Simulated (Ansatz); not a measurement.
**BeBH (singlet): from Hartree-Fock to the top rungs at distance B1–Be2 = 2.441 Å, cc-pVDZ**

How much of the correlation energy of BeBH (singlet) does each wave-function method recover here?

Computed with Ansatz 0.2.0, Gaussian basis. Level: cc-pVDZ, core rule «outside noble gas», up to 2 orbitals frozen.

The runs, in order: UHF; CCSD(T) on RHF; CCSD(T) on UHF; BCCD(T) on RHF; CISD; CCSDT(Q) on RHF; CCSDT(Q) on UHF; CASSCF and MRCISD+Q, 2 electrons in 2 orbitals; CASSCF and NEVPT2, 2 electrons in 2 orbitals; Full CI.

52 further runs of the same task are left out: 33 for a known fault of the program, 13 that didn't finish, 6 set aside as unsound or not needed. Runs told in other sessions of the task aren't counted.

### Step 1. What is computed

The geometry derives from a PBE0/def2-TZVP stationary point (not a proven minimum). One bond is set to the value named and the two fragments are kept rigid.

3 atoms, charge 0, spin multiplicity 1.

Atoms are counted from 1 here; the program's logs count them from 0.

Bond lengths: Be2–H3 1.345 Å.

### Step 2. UHF

in.yaml

```yaml
crystal:
  periodic: [false, false, false]
  atoms:
    - {symbol: B, position_ang: [0.000000, 0.000000, 2.075560]}
    - {symbol: Be, position_ang: [0.000000, 0.000000, -0.365440]}
    - {symbol: H, position_ang: [0.000000, 0.000000, -1.710119]}
basis:
  gaussian: {orbitals: cc-pVDZ}
magnetization: {spin_polarized: true, initial_magnetization: 0}
hamiltonian: {xc: hf}
output: {orbitals: {seedname: orbitals}}
```

The run is started by

```bash
ansatz run in.yaml --threads 1 --pin off --events-out ev --progress --plain --max-ram 2393MiB
```

After this run come: CCSD(T) on RHF; CCSD(T) on UHF; BCCD(T) on RHF; CISD; CCSDT(Q) on RHF; CCSDT(Q) on UHF; CASSCF and MRCISD+Q, 2 electrons in 2 orbitals; CASSCF and NEVPT2, 2 electrons in 2 orbitals; Full CI.

Before running them: what should the planned runs give, taken together? Wanted: FCI from the RHF energy; RMP2 from FCI; UMP2 from FCI; RCCSD from FCI; RCCSD(T) from FCI; UCCSD(T) from FCI; RCCSDT(Q) from FCI; UCCSDT(Q) from FCI; NEVPT2 pair from FCI.

The runs gave:

| quantity | value |
| --- | --- |
| FCI from the RHF energy | -3.6298 eV |
| RMP2 from FCI | +1159.4 meV |
| UMP2 from FCI | +1235.0 meV |
| RCCSD from FCI | +116.2 meV |
| RCCSD(T) from FCI | +33.5 meV |
| UCCSD(T) from FCI | +35.6 meV |
| RCCSDT(Q) from FCI | +2.3 meV |
| UCCSDT(Q) from FCI | +2.7 meV |
| NEVPT2 pair from FCI | +1068.9 meV |
| levels within 1 kcal/mol (43 meV) | RCCSD(T), UCCSD(T), BCCD(T), RCCSDT, UCCSDT, RCCSDT(Q), UCCSDT(Q) |
| T1 diagnostic | 0.016 |
| effectively unpaired electrons | 0.18 |

What this shows: RCCSD(T) lands +33.5 meV from the yardstick (0.9 % of the correlation energy). One determinant dominates. These misses are within one basis, not against nature.
